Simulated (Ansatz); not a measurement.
**MnIr: properties at the relaxed cell**

This session takes MnIr and sets out to measure the bulk modulus from energies at several volumes.

Computed with Ansatz 0.2.0 (DFT PBEsol, scalar-relativistic, plane waves, PAW, unless a step's input says otherwise).

2 further runs of the same task are left out: 2 set aside as unsound or not needed.

### 1 The system as given

Symmetry: P4/mmm, No. 123, tetragonal system. The conventional cell has a = 2.624 Å, b = 2.624 Å, c = 3.615 Å, α = 90.00°, β = 90.00°, γ = 90.00°. Mn (site symmetry 4/mmm) is surrounded by 8 Ir at 2.59 Å and 4 Mn at 2.62 Å. Around Ir (site symmetry 4/mmm) lie 8 Mn at 2.59 Å and 4 Ir at 2.62 Å.

As a file:

```
Mn Ir
1.0
     2.62433    0.00000    0.00000
     0.00000    2.62433    0.00000
     0.00000    0.00000    3.61451
Mn Ir
1 1
Direct
  0.50000 0.50000 0.50000
  0.00000 0.00000 0.00000
```

It is the result of an earlier relaxation at this level (volume 12.45 Å³/atom; gap on the mesh: none (metal), site moments up to 1.2 μB).

### 2 The cell scaled to 0.97 of its volume

File input.yaml:

```yaml
crystal:
  lattice:
    - [2.5978161048, 0.0, 0.0]
    - [0.0, 2.5978161048, 0.0]
    - [0.0, 0.0, 3.5780006537]
  atoms:
    - { symbol: Mn, position: [0.5, 0.5, 0.5], spin: 1.35 }
    - { symbol: Ir, position: [0.0, 0.0, 0.0] }
basis:
  ecutwfc: 420
kpoints:
  mp_grid: { grid: [16, 16, 12] }
hamiltonian:
  xc: pbesol
scf:
  occupations: { method: gaussian, width: 0.1 }
output:
  forces: true
  stress: true
  eigenvalues: true
  populations: true
magnetization:
  spin_polarized: true
relax:
  adjacent_minimum: "off"
  f_tol: 0.01
  max_steps: 30
  cell: { stress_tol: 0.1, fix: [volume] }
```

Run with:

```
ansatz run input.yaml --threads 1 --pin off --max-ram 2560MiB --backend cpu --events-out ev --progress --plain --runs-dir out
```

### 3 The cell scaled to 1.03 of its volume

input.yaml: that of step 2 with these lines changed.

```diff
@@ -2,5 +2,5 @@
   lattice:
-    - [2.5978161048, 0.0, 0.0]
-    - [0.0, 2.5978161048, 0.0]
-    - [0.0, 0.0, 3.5780006537]
+    - [2.6503113816, 0.0, 0.0]
+    - [0.0, 2.6503113816, 0.0]
+    - [0.0, 0.0, 3.6503029751]
   atoms:
```

### 4 Volume × 0.94

input.yaml: that of step 3 with these lines changed.

```diff
@@ -2,5 +2,5 @@
   lattice:
-    - [2.6503113816, 0.0, 0.0]
-    - [0.0, 2.6503113816, 0.0]
-    - [0.0, 0.0, 3.6503029751]
+    - [2.5713323092, 0.0, 0.0]
+    - [0.0, 2.5713323092, 0.0]
+    - [0.0, 0.0, 3.5391333847]
   atoms:
```

### 5 Volume × 1.06

input.yaml: that of step 4 with these lines changed.

```diff
@@ -2,5 +2,5 @@
   lattice:
-    - [2.5713323092, 0.0, 0.0]
-    - [0.0, 2.5713323092, 0.0]
-    - [0.0, 0.0, 3.5391333847]
+    - [2.6745569709, 0.0, 0.0]
+    - [0.0, 2.6745569709, 0.0]
+    - [0.0, 0.0, 3.6888215783]
   atoms:
```

### 6 Volume × 0.91

input.yaml: that of step 5 with these lines changed.

```diff
@@ -2,5 +2,5 @@
   lattice:
-    - [2.6745569709, 0.0, 0.0]
-    - [0.0, 2.6745569709, 0.0]
-    - [0.0, 0.0, 3.6888215783]
+    - [2.544615517, 0.0, 0.0]
+    - [0.0, 2.544615517, 0.0]
+    - [0.0, 0.0, 3.4985053382]
   atoms:
```

### 7 Point at V/V0 = 1.10

input.yaml: that of step 6 with these lines changed.

```diff
@@ -2,5 +2,5 @@
   lattice:
-    - [2.544615517, 0.0, 0.0]
-    - [0.0, 2.544615517, 0.0]
-    - [0.0, 0.0, 3.4985053382]
+    - [2.7070123585, 0.0, 0.0]
+    - [0.0, 2.7070123585, 0.0]
+    - [0.0, 0.0, 3.7367814565]
   atoms:
```

### 8 Point at V/V0 = 0.88

input.yaml: that of step 7 with these lines changed.

```diff
@@ -2,5 +2,5 @@
   lattice:
-    - [2.7070123585, 0.0, 0.0]
-    - [0.0, 2.7070123585, 0.0]
-    - [0.0, 0.0, 3.7367814565]
+    - [2.518170719, 0.0, 0.0]
+    - [0.0, 2.518170719, 0.0]
+    - [0.0, 0.0, 3.4546004376]
   atoms:
```

(Steps that only read results are left out.)

What does the calculation give? Wanted: equation of state.

As calculated:

| quantity | value |
| --- | --- |
| equation of state | no sound fit |

In words: The points do not lie on one smooth curve (fit error 0.52 meV/atom, B' = 4.1), which a change of structure or of magnetic state along the way can cause; no modulus is quoted. Spin-orbit coupling is left out for Ir.
